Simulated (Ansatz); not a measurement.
# Al3InAs4: the cost of one run

Program: Ansatz 0.2.0. Level of theory: DFT PBE, scalar-relativistic, plane waves, PAW. These are calculated values, not measurements.

**1. The system as given**

It takes space group P-43m (No. 215, cubic). The conventional cell has a = 5.516 Å, b = 5.516 Å, c = 5.516 Å, α = 90.00°, β = 90.00°, γ = 90.00°. Al (site symmetry -42m) is surrounded by 4 As at 2.39 Å. In (site symmetry -43m) is surrounded by 4 As at 2.39 Å. Around As (site symmetry 3m) lie 3 Al at 2.39 Å and 1 In at 2.39 Å.

As a file:

```
CELL_PARAMETERS angstrom
5.51618 0.00000 0.00000
0.00000 5.51618 0.00000
0.00000 0.00000 5.51618
ATOMIC_POSITIONS crystal
Al 0.50000 0.00000 0.00000
Al 0.00000 0.00000 0.50000
Al 0.00000 0.50000 0.00000
In 0.50000 0.50000 0.50000
As 0.75000 0.25000 0.75000
As 0.75000 0.75000 0.25000
As 0.25000 0.25000 0.25000
As 0.25000 0.75000 0.75000
```

The start is an ordering of an alloy on its end members' structure types: elements ordered on the sites of the AlAs type, Al/In on Al (P-43m, No. 215).

**2. The guess as it stands, on a coarse mesh**

input.yaml reads:

```yaml
crystal:
  lattice:
    - [5.51617606, 0.0, 0.0]
    - [0.0, 5.51617606, 0.0]
    - [0.0, 0.0, 5.51617606]
  atoms:
    - { symbol: Al, position: [0.5, 0.0, 0.0] }
    - { symbol: Al, position: [0.0, 0.0, 0.5] }
    - { symbol: Al, position: [0.0, 0.5, 0.0] }
    - { symbol: In, position: [0.5, 0.5, 0.5] }
    - { symbol: As, position: [0.75, 0.25, 0.75] }
    - { symbol: As, position: [0.75, 0.75, 0.25] }
    - { symbol: As, position: [0.25, 0.25, 0.25] }
    - { symbol: As, position: [0.25, 0.75, 0.75] }
basis:
  ecutwfc: 420
kpoints:
  mp_grid: { grid: [4, 4, 4] }
hamiltonian:
  xc: pbe
scf:
  occupations: { method: gaussian, width: 0.1 }
  lower_state_search: "off"
output:
  forces: true
  stress: true
  eigenvalues: true
```

On the command line:

```bash
$ ansatz run input.yaml --threads 1 --pin off --max-ram 2560MiB --backend cpu --events-out ev --progress --plain --runs-dir out
```

What time and memory should one allow on 1 thread of Intel Xeon Platinum 8259CL at 2.50GHz (Skylake/Cascade Lake), shared host?

About 6.5 s, with a peak of 0.45 GiB.
